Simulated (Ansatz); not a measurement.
# C₂H₁₀AlNSi: how energies converge with the basis set

Aim: see how fast density functionals converge with the basis set for C₂H₁₀AlNSi.

Program: Ansatz 0.2.0, Gaussian basis. Level of theory: one geometry, several basis sets. These are calculated values, not measurements.

Levels to be run: PBE0-D4/def2-SVP; ωB97M-V/def2-SVP; PBE0-D4/def2-QZVPP; ωB97M-V/def2-QZVPP; the functionals' def2-TZVPP values are taken from earlier runs.

## Step 1: Structure used throughout

An earlier PBE0-D4 in a triple-zeta def2 set relaxation fixed the geometry.

SMILES `C[SiH](N)[CH2][AlH2]`, 15 atoms, charge 0, spin multiplicity 1.

Atoms are counted from 1 here; the program's logs count them from 0.

Bond lengths: C1–Si2 1.872 Å, C1–H6 1.092 Å, C1–H7 1.097 Å, C1–H8 1.094 Å, Si2–N3 1.724 Å, Si2–C4 1.873 Å, Si2–H9 1.491 Å, N3–H10 1.008 Å, N3–H11 1.007 Å, C4–Al5 1.942 Å, C4–H12 1.097 Å, C4–H13 1.096 Å, Al5–H14 1.593 Å, Al5–H15 1.589 Å. Angles: Si2–C1–H6 111.2°, Si2–C1–H7 111.2°, Si2–C1–H8 111.4°, H6–C1–H7 107.0°, H6–C1–H8 108.4°, H7–C1–H8 107.6°, C1–Si2–N3 108.7°, C1–Si2–C4 108.2°, C1–Si2–H9 110.2°, N3–Si2–C4 114.0°, N3–Si2–H9 105.1°, C4–Si2–H9 110.5°, Si2–N3–H10 120.8°, Si2–N3–H11 119.5°, H10–N3–H11 110.6°, Si2–C4–Al5 111.7°, Si2–C4–H12 107.2°, Si2–C4–H13 109.9° and more.

## Step 2: PBE0-D4 in def2-SVP

File in.yaml:

```yaml
crystal:
  periodic: [false, false, false]
  atoms:
    - {symbol: C, position_ang: [-1.512639, -0.458999, 0.904571]}
    - {symbol: Si, position_ang: [0.338518, -0.179534, 0.917944]}
    - {symbol: N, position_ang: [1.122434, -1.651992, 0.483387]}
    - {symbol: C, position_ang: [0.722699, 1.255029, -0.223288]}
    - {symbol: Al, position_ang: [-0.103291, 1.028675, -1.966785]}
    - {symbol: H, position_ang: [-1.802888, -1.212009, 1.640258]}
    - {symbol: H, position_ang: [-1.851283, -0.820432, -0.074123]}
    - {symbol: H, position_ang: [-2.057131, 0.463833, 1.122910]}
    - {symbol: H, position_ang: [0.805559, 0.115241, 2.302962]}
    - {symbol: H, position_ang: [0.977224, -2.066135, -0.423958]}
    - {symbol: H, position_ang: [2.058729, -1.828911, 0.808324]}
    - {symbol: H, position_ang: [1.813844, 1.302968, -0.327723]}
    - {symbol: H, position_ang: [0.385739, 2.193752, 0.230792]}
    - {symbol: H, position_ang: [0.282145, -0.233942, -2.857777]}
    - {symbol: H, position_ang: [-1.201457, 2.041757, -2.507994]}
basis:
  gaussian: {orbitals: def2-SVP}
hamiltonian: {xc: pbe0, dispersion: d4}
output: {orbitals: {seedname: orbitals}}
```

Launch:

```
> ansatz run in.yaml --threads 4 --pin off --events-out ev --progress --plain --max-ram 10444MiB
```

The runs that follow: ωB97M-V in def2-SVP; PBE0-D4 in def2-QZVPP; ωB97M-V in def2-QZVPP.

Q: Predict the results of all the runs planned. Wanted: PBE0-D4: double and triple zeta above quadruple; ωB97M-V: double and triple zeta above quadruple.

**Answer**, as computed:

| quantity | value |
| --- | --- |
| PBE0-D4: double and triple zeta above quadruple | 10.18, 0.71 eV |
| ωB97M-V: double and triple zeta above quadruple | 10.41, 0.68 eV |

In words: PBE0-D4 gains 9.47 eV from double to triple zeta, then 0.71 eV more. Total energies overstate the basis error of differences, where much of it tends to cancel.
